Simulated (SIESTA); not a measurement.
NbRu3 under changes of volume

One of the cells (15.328 Å³/atom); the others are scaled copies at fixed shape and fractional positions:

```xyz
4
Lattice="2.7934 0.0000 0.0000 -1.3967 2.4192 0.0000 0.0000 0.0000 9.0730" Properties=species:S:1:pos:R:3 pbc="T T T"
Ru    0.0000    1.6128    2.1330
Ru    0.0000    1.6128    6.9400
Ru    0.0000    0.0000    0.0000
Nb    0.0000    0.0000    4.5365
```

The cell comes from a database or a generator and needn't be the stable form of this composition.

```yaml
Program: SIESTA 5.4.2
Functional: PBEsol
Potentials_or_basis: PseudoDojo 0.4 standard (PBEsol files)
Basis: DZP (energy shift 0.003 Ry; two zetas on semicore shells)
Grid_cutoff: 800 Ry
Energy_shift: 0.003 Ry
k_mesh: 11 × 11 × 3
Occupations: fermi-dirac, width 0.05 eV
Spin: no spin polarisation
```

| volume (Å³/atom) | energy over the lowest point (meV/atom) | pressure (GPa) | largest force (eV/Å) |
| --- | --- | --- | --- |
| 14.126 | ? | ? | ? |
| 14.427 | 0.00 | 2.0 | 0.072 |
| 14.727 | 1.99 | -3.9 | 0.015 |
| 15.328 | 36.00 | -13.7 | 0.173 |
| 15.629 | 65.79 | -17.7 | 0.226 |
| 15.930 | 102.77 | -21.4 | 0.283 |

What does the run at 14.126 Å³/atom give?

Energy over the lowest point 9.58 meV/atom; pressure 8.5 GPa; largest force 0.172 eV/Å.

Worked out: A Birch-Murnaghan fit of order 3 (a polynomial in V^(-2/3)) to the other rows has its minimum at 14.52 Å³/atom with B0 = V·E''(V) = 292 GPa and B' = 5.0 at fixed shape and positions, which overstates the stiffness. It gives 9.82 meV/atom at 14.126 Å³/atom, against the run's 9.58, and -dE/dV = 8.6 GPa, against 8.5.

Energies are extrapolated to zero smearing.

Caveats: the basis of atomic orbitals isn't converged, which shifts pressures, moduli and gaps.
